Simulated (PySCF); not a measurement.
# C6H8Cl2O+ (doublet): open-shell or spin-flip excitations

Aim: compute the open-shell or spin-flip excitations of C6H8Cl2O+ (doublet) (`OC[C@@H]1C[C@H](Cl)/C1=C\Cl`).

Programs: PySCF 2.14.0, with routines of our own; each step states its level. All values are computed. Atoms count from 0.

### Step 1. The system as given

17 atoms, charge 1, multiplicity 2; geometry from: GFN2-xTB.

### Step 2. Open-shell or spin-flip excitations: unrestricted TDA B3LYP/def2-SVP

The job: settings as JSON, then the geometry in Å.

```
{"job": {"kind": "uabs", "xc": "B3LYP", "basis": "def2-SVP", "nstates": 10, "tda": true}, "charge": 1, "multiplicity": 2}
O      2.114216     1.098520     0.755474
C      1.399735     0.877151    -0.400989
C      0.548746    -0.434073    -0.308400
C     -0.472052    -0.669018    -1.434324
C     -1.582592    -0.695809    -0.364405
Cl    -3.036725     0.290004    -0.589198
C     -0.577088    -0.288421     0.664077
C     -0.635702     0.231092     1.903098
Cl    -2.047936     0.323399     2.814201
H      2.888641     0.522032     0.820605
H      2.040024     0.772642    -1.286335
H      0.731777     1.731981    -0.529069
H      1.222052    -1.269206    -0.110917
H     -0.570571     0.169032    -2.118690
H     -0.346116    -1.583796    -2.007285
H     -1.945014    -1.712230    -0.170322
H      0.261606     0.648729     2.352568
```

With the program's defaults for keys left out, this is: unrestricted TDA B3LYP/def2-SVP, vertical, gas phase, core orbitals frozen in the response.

The run is started by

```console
$ OMP_NUM_THREADS=1 python excited_run.py task.json out
```

One launch serves the whole session: the jobs run in the order shown.

What it wrote:

```text
coarse grid: 15816 points
cycle   1  E = -1227.9420929601  dE =  1.597e+00  |g| = 4.982e-01  |ddm| = 3.330e+00
cycle   2  E = -1227.1347012282  dE =  8.074e-01  |g| = 1.326e+00  |ddm| = 2.068e+00
cycle   3  E = -1228.0310742509  dE = -8.964e-01  |g| = 1.893e-01  |ddm| = 1.664e+00
cycle   4  E = -1228.0492899104  dE = -1.822e-02  |g| = 9.741e-02  |ddm| = 5.227e-01
cycle   5  E = -1228.0536921575  dE = -4.402e-03  |g| = 3.495e-02  |ddm| = 1.629e-01
cycle   6  E = -1228.0542782718  dE = -5.861e-04  |g| = 1.432e-02  |ddm| = 5.677e-02
cycle   7  E = -1228.0543789351  dE = -1.007e-04  |g| = 5.831e-03  |ddm| = 2.256e-02
cycle   8  E = -1228.0543982516  dE = -1.932e-05  |g| = 2.303e-03  |ddm| = 8.756e-03
cycle   9  E = -1228.0544025931  dE = -4.342e-06  |g| = 1.243e-03  |ddm| = 6.478e-03
final grid: 144928 points
cycle  10  E = -1228.2114660977  dE = -4.171e-05  |g| = 4.698e-03  |ddm| = 3.293e-02
cycle  11  E = -1228.2114330193  dE =  3.308e-05  |g| = 9.270e-03  |ddm| = 1.757e-02
cycle  12  E = -1228.2114775794  dE = -4.456e-05  |g| = 1.185e-03  |ddm| = 1.307e-02
cycle  13  E = -1228.2114782106  dE = -6.312e-07  |g| = 4.020e-04  |ddm| = 1.929e-03
cycle  14  E = -1228.2114783075  dE = -9.688e-08  |g| = 1.315e-04  |ddm| = 8.937e-04
cycle  15  E = -1228.2114783285  dE = -2.102e-08  |g| = 7.047e-05  |ddm| = 4.172e-04
cycle  16  E = -1228.2114783367  dE = -8.215e-09  |g| = 4.248e-05  |ddm| = 3.124e-04
cycle  17  E = -1228.2114783402  dE = -3.513e-09  |g| = 1.708e-05  |ddm| = 2.502e-04
cycle  18  E = -1228.2114783407  dE = -4.807e-10  |g| = 8.108e-06  |ddm| = 9.246e-05
converged SCF energy = -1228.2114783407

Static polarisability (au): isotropic 113.324, principal 61.772 110.221 167.980

<S^2> of the reference = 0.7526 (exact 0.7500)

Excitations
state   eV       nm        f      <S^2>   main configurations
  1   0.8468   1464.1   0.00056   0.756   H-1b->Lb 0.94
  2   1.0025   1236.8   0.01280   0.756   Hb->Lb 0.98
  3   1.6751    740.2   0.10619   0.758   H-2b->Lb 0.89
  4   2.1005    590.3   0.01497   0.759   H-3b->Lb 0.87
  5   2.3362    530.7   0.00018   0.759   H-4b->Lb 0.91, H-3b->Lb 0.08
  6   3.1179    397.7   0.01499   0.762   H-5b->Lb 0.81, H-6b->Lb 0.15
  7   3.3737    367.5   0.02940   0.762   H-7b->Lb 0.51, H-6b->Lb 0.35, H-5b->Lb 0.10
  8   3.5066    353.6   0.02570   0.762   H-7b->Lb 0.46, H-6b->Lb 0.44
  9   4.0257    308.0   0.00845   0.779   H-8b->Lb 0.81, H-9b->Lb 0.12
 10   4.2310    293.0   0.01309   0.773   H-9b->Lb 0.74, H-8b->Lb 0.12
```

Wall time 3.7 min (1 thread of Intel Xeon at 2.50GHz, shared host); peak memory 0.67 GiB.

From this job:

```csv
quantity,value
⟨S²⟩,0.753
```

Löwdin spin populations:

O0 0.10; C1 0.06; C2 0.05; C3 0.01; C4 0.02; Cl5 0.03; C6 0.22; C7 0.24; Cl8 0.21; H9 0.00; H10 0.02; H11 0.00; H12 0.01; H13 0.01; H14 0.00; H15 0.04; H16 0.00

### Step 3. Open-shell or spin-flip excitations: unrestricted TDA B3LYP/def2-SVP in toluene

The job, as its differences from that of step 2:

```diff
@@ -1,2 +1,2 @@
-{"job": {"kind": "uabs", "xc": "B3LYP", "basis": "def2-SVP", "nstates": 10, "tda": true}, "charge": 1, "multiplicity": 2}
+{"job": {"kind": "uabs", "xc": "B3LYP", "basis": "def2-SVP", "nstates": 10, "tda": true, "solvent": "toluene", "pol": false}, "charge": 1, "multiplicity": 2}
 O      2.114216     1.098520     0.755474
```

Level: unrestricted TDA B3LYP/def2-SVP, vertical, IEF-PCM toluene (non-equilibrium linear response), core orbitals frozen in the response.

What it wrote:

```text
coarse grid: 15816 points
cycle   1  E = -1228.0004299517  dE =  1.539e+00  |g| = 4.853e-01  |ddm| = 3.330e+00
cycle   2  E = -1227.3806810223  dE =  6.197e-01  |g| = 1.193e+00  |ddm| = 1.872e+00
cycle   3  E = -1228.0876926993  dE = -7.070e-01  |g| = 1.730e-01  |ddm| = 1.551e+00
cycle   4  E = -1228.1017206863  dE = -1.403e-02  |g| = 7.248e-02  |ddm| = 3.481e-01
cycle   5  E = -1228.1041698821  dE = -2.449e-03  |g| = 2.271e-02  |ddm| = 1.069e-01
cycle   6  E = -1228.1044189843  dE = -2.491e-04  |g| = 1.069e-02  |ddm| = 3.885e-02
cycle   7  E = -1228.1044721656  dE = -5.318e-05  |g| = 5.072e-03  |ddm| = 1.658e-02
cycle   8  E = -1228.1044869059  dE = -1.474e-05  |g| = 2.324e-03  |ddm| = 7.384e-03
cycle   9  E = -1228.1044911245  dE = -4.219e-06  |g| = 1.285e-03  |ddm| = 6.225e-03
final grid: 144928 points
cycle  10  E = -1228.2615143529  dE = -4.163e-05  |g| = 4.729e-03  |ddm| = 3.279e-02
cycle  11  E = -1228.2614842439  dE =  3.011e-05  |g| = 9.070e-03  |ddm| = 1.677e-02
cycle  12  E = -1228.2615258037  dE = -4.156e-05  |g| = 1.143e-03  |ddm| = 1.214e-02
cycle  13  E = -1228.2615264188  dE = -6.151e-07  |g| = 3.361e-04  |ddm| = 1.829e-03
cycle  14  E = -1228.2615264811  dE = -6.227e-08  |g| = 1.170e-04  |ddm| = 6.520e-04
cycle  15  E = -1228.2615264946  dE = -1.354e-08  |g| = 6.662e-05  |ddm| = 3.103e-04
cycle  16  E = -1228.2615264996  dE = -4.988e-09  |g| = 3.793e-05  |ddm| = 2.275e-04
cycle  17  E = -1228.2615265015  dE = -1.827e-09  |g| = 1.444e-05  |ddm| = 1.629e-04
cycle  18  E = -1228.2615265017  dE = -2.060e-10  |g| = 5.671e-06  |ddm| = 5.487e-05
converged SCF energy = -1228.2615265017

<S^2> of the reference = 0.7527 (exact 0.7500)

Excitations
state   eV       nm        f      <S^2>   main configurations
  1   1.0357   1197.1   0.00289   0.756   H-1b->Lb 0.48, H-2b->Lb 0.34, Hb->Lb 0.16
  2   1.1279   1099.2   0.01222   0.757   Hb->Lb 0.70, H-1b->Lb 0.28
  3   1.5957    777.0   0.12612   0.759   H-2b->Lb 0.64, H-1b->Lb 0.20, Hb->Lb 0.11
  4   2.1642    572.9   0.00979   0.759   H-3b->Lb 0.57, H-4b->Lb 0.40
  5   2.3230    533.7   0.00064   0.759   H-4b->Lb 0.57, H-3b->Lb 0.41
  6   3.1416    394.7   0.01792   0.762   H-5b->Lb 0.81, H-6b->Lb 0.17
  7   3.3509    370.0   0.03288   0.762   H-7b->Lb 0.50, H-6b->Lb 0.37, H-5b->Lb 0.10
  8   3.5100    353.2   0.03305   0.762   H-7b->Lb 0.48, H-6b->Lb 0.41
  9   4.0249    308.0   0.01201   0.776   H-8b->Lb 0.86, H-9b->Lb 0.08
 10   4.2479    291.9   0.01644   0.769   H-9b->Lb 0.80, H-8b->Lb 0.09
```

It took 2.7 min on 1 thread of Intel Xeon at 2.50GHz, shared host; peak memory 0.83 GiB.

From this job:

```csv
quantity,value
⟨S²⟩,0.753
```

### Step 4. What came out

```
                                                                                                  quantity                        value
           lowest and brightest state of nearly pure spin, of 10 (step 2, unrestricted TDA B3LYP/def2-SVP)  0.85 eV; 1.68 eV, f = 0.106
lowest and brightest state of nearly pure spin, of 10 (step 3, unrestricted TDA B3LYP/def2-SVP in toluene)  1.04 eV; 1.60 eV, f = 0.126
```

**Reading.** The lowest state of nearly pure spin runs from 0.85 to 1.04 eV over the runs.
